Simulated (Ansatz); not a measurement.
# AlH₂NaSe (SMILES [Na][AlH][SeH]): functionals against CCSD(T) at one geometry

The atoms stand at a structure displaced at random from a GFN2-xTB minimum. How far do the functionals agree with CCSD(T) there?

Computed with Ansatz 0.2.0, Gaussian basis. Level: single points in def2-TZVPP.

Correlated methods freeze the cores. Filled d shells of the heavier atoms are correlated. The outer core shell of Li, Na, Mg and K is correlated.

## 1. Where the work starts

5 atoms, charge 0, spin multiplicity 1.

Atoms are counted from 1 here; the program's logs count them from 0.

Bond lengths: Al2–Se3 2.409 Å, Al2–H4 1.560 Å, Se3–H5 1.546 Å. Angles: Se3–Al2–H4 92.6°, Al2–Se3–H5 101.4°.

Geometry (Å):

```xyz
5
charge 0, multiplicity 1
Na   -3.0743   -0.9768   -1.1668
Al   -0.5260   -0.3325    0.2697
Se    1.1075    1.0545   -0.8313
H     0.4095   -0.5863    1.4918
H     2.3250    0.9003    0.1095
```

## 2. CCSD(T)/def2-TZVPP

Input file run/in.yaml:

```yaml
crystal:
  periodic: [false, false, false]
  atoms:
    - {symbol: Na, position_ang: [-3.074300, -0.976800, -1.166800]}
    - {symbol: Al, position_ang: [-0.526000, -0.332500, 0.269700]}
    - {symbol: Se, position_ang: [1.107500, 1.054500, -0.831300]}
    - {symbol: H, position_ang: [0.409500, -0.586300, 1.491800]}
    - {symbol: H, position_ang: [2.325000, 0.900300, 0.109500]}
basis:
  gaussian: {orbitals: def2-TZVPP}
correlation: {method: ccsd_t}
output: {forces: true}
```

No record of the launch command was kept for these runs.

## 3. PBE0-D4/def2-TZVPP

Changes to run/in.yaml since step 2:

```diff
@@ -10,3 +10,3 @@
   gaussian: {orbitals: def2-TZVPP}
-correlation: {method: ccsd_t}
-output: {forces: true}
+hamiltonian: {xc: pbe0, dispersion: d4}
+output: {forces: true, orbitals: {seedname: orbitals}}
```

## 4. wB97M-V/def2-TZVPP

Changes to run/in.yaml since step 3:

```diff
@@ -10,3 +10,3 @@
   gaussian: {orbitals: def2-TZVPP}
-hamiltonian: {xc: pbe0, dispersion: d4}
-output: {forces: true, orbitals: {seedname: orbitals}}
+hamiltonian: {xc: {name: wB97M-V}}
+output: {forces: true}
```

## 5. r2SCAN-D4/def2-TZVPP

Changes to run/in.yaml since step 4:

```diff
@@ -10,3 +10,3 @@
   gaussian: {orbitals: def2-TZVPP}
-hamiltonian: {xc: {name: wB97M-V}}
+hamiltonian: {xc: r2scan, dispersion: d4}
 output: {forces: true}
```

## 6. PBE-D4/def2-TZVPP

Changes to run/in.yaml since step 5:

```diff
@@ -10,3 +10,3 @@
   gaussian: {orbitals: def2-TZVPP}
-hamiltonian: {xc: r2scan, dispersion: d4}
+hamiltonian: {xc: pbe, dispersion: d4}
 output: {forces: true}
```

## 7. BHLYP-D4/def2-TZVPP

Changes to run/in.yaml since step 6:

```diff
@@ -10,3 +10,3 @@
   gaussian: {orbitals: def2-TZVPP}
-hamiltonian: {xc: pbe, dispersion: d4}
+hamiltonian: {xc: {name: BHLYP}, dispersion: d4}
 output: {forces: true}
```

## 8. r2SCANh-D4/def2-TZVPP

Changes to run/in.yaml since step 7:

```diff
@@ -10,3 +10,3 @@
   gaussian: {orbitals: def2-TZVPP}
-hamiltonian: {xc: {name: BHLYP}, dispersion: d4}
+hamiltonian: {xc: {name: r2SCANh}, dispersion: d4}
 output: {forces: true}
```

(Steps that only read results are left out.)

Q: Predict the outcome of this session. Wanted: energy less free atoms, CCSD(T)/def2-TZVPP; RMS force component; RMS force error; HOMO and LUMO, PBE0-D4; T1 diagnostic.

As calculated:

| quantity | value |
| --- | --- |
| energy less free atoms, CCSD(T)/def2-TZVPP | -235.1 kcal/mol |
| RMS force component | 0.467 to 0.593 eV/Å over the methods |
| RMS force error | PBE0-D4 0.033, wB97M-V 0.039, r2SCAN-D4 0.037, PBE-D4 0.141, BHLYP-D4 0.085, r2SCANh-D4 0.028 eV/Å |
| HOMO and LUMO, PBE0-D4 | -5.30 and -1.83 eV |
| T1 diagnostic | 0.010 |

**Reading.** Against CCSD(T) the functionals' energies less atoms differ by -7.4 to +2.3 kcal/mol, PBE-D4 by -5.7 kcal/mol. The reference is not at the basis limit: in triple zeta CCSD(T) underbinds, which counts against methods that bind more; the gaps are no ranking. On forces the order runs from r2SCANh-D4 to PBE-D4. Frozen-core CCSD(T) forces in triple zeta carry basis errors of their own, and this is one geometry, so small gaps rank nothing.
